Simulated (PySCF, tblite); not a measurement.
# C₅H₁₁OP: geometry, infrared bands and NMR shifts

What infrared bands and NMR shifts should C₅H₁₁OP (`CO[C@@H]1CP[C@H]1C`) show?

The runs use tblite 0.8.0 and PySCF 2.14.0, with density-fitted response routines of our own; the level of theory stands in each step. All values are computed, except where a source is named. Atoms count from 0, in the outputs and in this text.

**1. Starting geometry**

18 atoms, charge 0, multiplicity 1; geometry from: force field or distance geometry start.

Bonds of the start (Å): C0–O1 1.39, O1–C2 1.37, C2–C3 1.53, C3–P4 1.88, P4–C5 1.86, C5–C6 1.50, C5–C2 1.51, C0–H7 1.12, C0–H8 1.10, C0–H9 1.10, C2–H10 1.11, C3–H11 1.08, C3–H12 1.09, P4–H13 1.46, C5–H14 1.13, C6–H15 1.13, C6–H16 1.12, C6–H17 1.11.

**2. Geometry optimisation with GFN2-xTB**

Job settings and geometry (Å):

```
{"job": {"kind": "relax", "xc": "GFN2-xTB", "basis": "xTB"}, "charge": 0, "multiplicity": 1}
C      2.373900    -0.532700     0.317800
O      1.463200     0.399100    -0.162200
C      0.202000    -0.075800    -0.398000
C     -0.350400     0.209000    -1.795900
P     -2.003400    -0.278600    -1.054200
C     -0.965300     0.737500     0.107900
C     -1.331600     0.582100     1.553200
H      2.033800    -0.966000     1.287900
H      2.513600    -1.299500    -0.462800
H      3.360800    -0.090300     0.518100
H      0.103100    -1.155700    -0.171900
H     -0.405900     1.254400    -2.078100
H      0.076700    -0.512700    -2.496500
H     -1.888600    -1.681200    -0.648100
H     -0.870900     1.817900    -0.213800
H     -2.240500     1.225000     1.759600
H     -1.596100    -0.490700     1.718300
H     -0.483100     0.864500     2.206800
```

Launch:

```console
> OMP_NUM_THREADS=1 python probes_run.py task.json out
```

One launch serves the whole session: the jobs run in the order shown.

**Question.** This job is followed by: GFN2-xTB harmonic vibrations, gas phase; GIAO PBE0/pcSseg-1 NMR shielding, non-relativistic, gas phase. Predict these results of the whole session: strongest single infrared mode (GFN2-xTB); zero-point energy (GFN2-xTB); ¹³C shifts against TMS (PBE0/pcSseg-1); ¹H shifts against TMS (PBE0/pcSseg-1, means over atoms taken as alike); ¹⁷O shifts against H2O (PBE0/pcSseg-1); ³¹P shifts against H3PO4 (PBE0/pcSseg-1).

**Answer**, as computed:

| quantity | value |
| --- | --- |
| strongest single infrared mode (GFN2-xTB) | 2202 cm⁻¹, 193 km/mol |
| zero-point energy (GFN2-xTB) | 93.7 kcal/mol |
| ¹³C shifts against TMS (PBE0/pcSseg-1) | 87.8, 56.8, 40.8, 23.0, 22.9 ppm |
| ¹H shifts against TMS (PBE0/pcSseg-1, means over atoms taken as alike) | 3.48, 3.42, 2.73, 2.32, 2.14, 1.62, 1.35 ppm |
| ¹⁷O shifts against H2O (PBE0/pcSseg-1) | 69.8 ppm |
| ³¹P shifts against H3PO4 (PBE0/pcSseg-1) | -125.5 ppm |

In words: Over 124 steps the energy fell by 1.436 eV; of the close pairs, P4–H13 changed most, 1.465 to 1.409 Å. All 48 modes are real, so the xTB geometry is a minimum. The strongest single mode, at 2202 cm⁻¹, moves mainly H13. Unscaled tight-binding wavenumbers are off by several per cent, some by more. Its intensities can rank the bands wrongly. H10 (hydrogen on an sp3 CH bonded to O) lies farthest downfield among hydrogen, at 3.48 ppm; its carbon carries O, an electronegative neighbour. At PBE0/pcSseg-1: The largest span, 134 ppm, is at P4, where the paramagnetic term is -522 ppm.
